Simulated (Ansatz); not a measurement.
The system is CdHgSe2.

```
Hg Cd Se
1.0
     4.36423    0.00000    0.00000
     0.00000    4.36423    0.00000
     0.00000    0.00000    6.15924
Hg Cd Se
1 1 2
Direct
  0.00000 0.00000 0.00000
  0.50000 0.50000 0.50000
  0.50000 0.00000 0.74699
  0.00000 0.50000 0.25301
```

The cell comes from a database or a generator and needn't be the stable form of this composition.

| Property | Result |
| --- | --- |
| Program | Ansatz 0.2.0 |
| Task | relaxation of cell and atoms |
| Functional | PBE |
| Potentials or basis | Ansatz PAW |
| Cutoff | 420 eV (not typed: the program's choice for these potentials) |
| k mesh | 6 × 6 × 5 |
| Occupations | fermi-dirac, width 0.05 eV |
| Spin | no spin polarisation |

At the start: volume 29.33 Å³/atom.

Task: How do energy, volume and symmetry change on relaxing?

Result: It ends after 4 steps and the volume is 30.24 Å³/atom (+3.1 %); space group P-4m2 (No. 115, to 0.05 Å).

The path:
```
step  energy change (eV)  largest force (eV/Å)  volume (Å³)
   1              0.0000                0.0154       117.31
   2             -0.0116                0.0296       122.34
   3             -0.0143                0.0027       120.96
   4             -0.0150                0.0027       120.96
```

Final structure:
```
CELL_PARAMETERS angstrom
4.41068 0.00000 0.00000
0.00000 4.41068 0.00000
0.00000 0.00000 6.21765
ATOMIC_POSITIONS crystal
Hg 0.00000 0.00000 0.00000
Cd 0.50000 0.50000 0.50000
Se 0.50000 0.00000 0.74676
Se 0.00000 0.50000 0.25324
```

Caveat: the plane-wave basis is chosen anew once the cell has moved, so the energies of steps on either side of that aren't comparable.
